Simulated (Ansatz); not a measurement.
## TePt, space group P6_3/mmc: the orbital character of the bands, step by step

With Ansatz 0.2.0, Python API.

Notebook, run cell by cell (the value of a cell's last expression is shown):

In [1]:
```python
from pathlib import Path

import ansatz as az
import pandas as pd
```

In [2]:
```python
lattice = az.Lattice.of(
    [4.111, 0.0, 0.0],
    [-2.0555, 3.56023043, 0.0],
    [0.0, 0.0, 5.446],
)
sites = [
    ("Te", [1 / 3, 2 / 3, 0.25]),
    ("Te", [2 / 3, 1 / 3, 0.75]),
    ("Pt", [0.0, 0.0, 0.0]),
    ("Pt", [0.0, 0.0, 0.5]),
]
tept = az.Crystal(lattice=lattice)
for symbol, position in sites:
    tept = tept.atom(symbol, position)

points = {"G": (0.0, 0.0, 0.0), "M": (0.5, 0.0, 0.0), "K": (0.33333, 0.33333, 0.0), "A": (0.0, 0.0, 0.5)}
calculation = (
    tept.calculation()
    .occupations(az.OccupationsMethod.FERMI_DIRAC, width=50 * az.meV)
    .basis(450)
    .functional("lda")
    .kpoints(7, 7, 4)
    .band_structure(list(points.values()), intervals=1)
    .fat_bands()
)
outcome = calculation.run(threads=1)
data = outcome.report
```

In [3]:
```python
data["converged"], data["free_energy_ev"]
```
Out [3]:
```text
(True, -38145.10388025342)
```

In [4]:
```python
data["n_electrons"]
```
Out [4]:
```text
68.0
```

In [5]:
```python
data["free_energy_ev"]
```
Out [5]:
```text
-38145.10388025342
```

In [6]:
```python
file = Path(outcome.write_results("results")) / "fatbands.tsv"
names = file.read_text().splitlines()[0].lstrip("# ").split("\t")
table = pd.read_csv(file, sep="\t", comment="#", names=names)
near = table[table.e_minus_ef.abs() < 3]
for ik, label in enumerate(points):
    print(label)
    for _, row in near[near.ik == ik].iterrows():
        main = row[names[4:]].astype(float).nlargest(2)
        print(f"   band {int(row.band):3d} {row.e_minus_ef:7.3f} eV  " + ", ".join(f"{k} {v:.2f}" for k, v in main.items()))
```
```text
G
   band  28  -2.081 eV  pt2_l2_5D 0.50, pt3_l2_5D 0.50
   band  29  -2.081 eV  pt2_l2_5D 0.50, pt3_l2_5D 0.50
   band  30  -1.662 eV  te0_l1_5P 0.47, te1_l1_5P 0.47
   band  31  -1.662 eV  te0_l1_5P 0.47, te1_l1_5P 0.47
   band  32   0.330 eV  te0_l1_5P 0.50, te1_l1_5P 0.50
   band  33   0.729 eV  pt2_l2_5D 0.40, pt3_l2_5D 0.40
   band  34   1.637 eV  te0_l0_5S 0.00, te1_l0_5S 0.00
   band  35   2.174 eV  pt2_l0_6S 0.25, pt3_l0_6S 0.25
   band  36   2.560 eV  te0_l1_5P 0.31, te1_l1_5P 0.31
   band  37   2.560 eV  te0_l1_5P 0.31, te1_l1_5P 0.31
M
   band  30  -2.770 eV  pt2_l2_5D 0.39, pt3_l2_5D 0.39
   band  31  -2.273 eV  pt2_l2_5D 0.49, pt3_l2_5D 0.49
   band  32  -2.063 eV  pt2_l2_5D 0.50, pt3_l2_5D 0.50
   band  33  -1.478 eV  pt2_l2_5D 0.34, pt3_l2_5D 0.34
   band  34   1.589 eV  pt2_l2_5D 0.26, pt3_l2_5D 0.26
   band  35   2.894 eV  te0_l1_5P 0.37, te1_l1_5P 0.37
K
   band  29  -2.937 eV  pt2_l2_5D 0.33, pt3_l2_5D 0.33
   band  30  -2.180 eV  pt2_l2_5D 0.50, pt3_l2_5D 0.50
   band  31  -2.180 eV  pt2_l2_5D 0.50, pt3_l2_5D 0.50
   band  32  -1.159 eV  pt2_l2_5D 0.25, pt3_l2_5D 0.25
   band  33  -1.159 eV  pt2_l2_5D 0.25, pt3_l2_5D 0.25
   band  34  -0.290 eV  te0_l1_5P 0.21, te1_l1_5P 0.21
   band  35  -0.290 eV  te0_l1_5P 0.21, te1_l1_5P 0.21
   band  36   2.818 eV  pt2_l0_6S 0.31, pt3_l0_6S 0.31
A
   band  30  -2.614 eV  pt3_l2_5D 0.29, pt3_l0_6S 0.18
   band  31  -2.614 eV  pt2_l2_5D 0.29, pt2_l0_6S 0.18
   band  32   1.180 eV  te0_l1_5P 0.32, te1_l1_5P 0.32
   band  33   1.180 eV  te0_l1_5P 0.32, te1_l1_5P 0.32
   band  34   1.180 eV  te0_l1_5P 0.32, te1_l1_5P 0.32
   band  35   1.180 eV  te0_l1_5P 0.32, te1_l1_5P 0.32
```

Notes:
- Absolute energies stand on the zero of these potentials, so only differences at equal settings mean something. A total without «per atom» is that of the cell as typed.
- The computed bands are complete only to about 5.7 eV above the Fermi level.
- For a metal this k-point mesh is coarse: on a finer one energies can move by several to tens of meV an atom and pressures by half a GPa or more, differences at one mesh by less.
- The starting cell is as deposited in a crystallographic database; the results hold for this polymorph, which needn't be the stable one.
- Gaps and levels are Kohn-Sham values on a finite set of k-points, without spin-orbit coupling.
- Energies are less the Fermi level and bands count from 0. Only the largest channels are printed, equivalent atoms hold more, and in degenerate sets the split between sites is arbitrary; shells that the potentials lack have no channel.
- It ran for 5.5 s on 1 thread of Intel(R) Xeon(R) Platinum 8259CL CPU @ 2.50GHz (Skylake/Cascade Lake), on a shared host, peak memory 0.5 GiB.
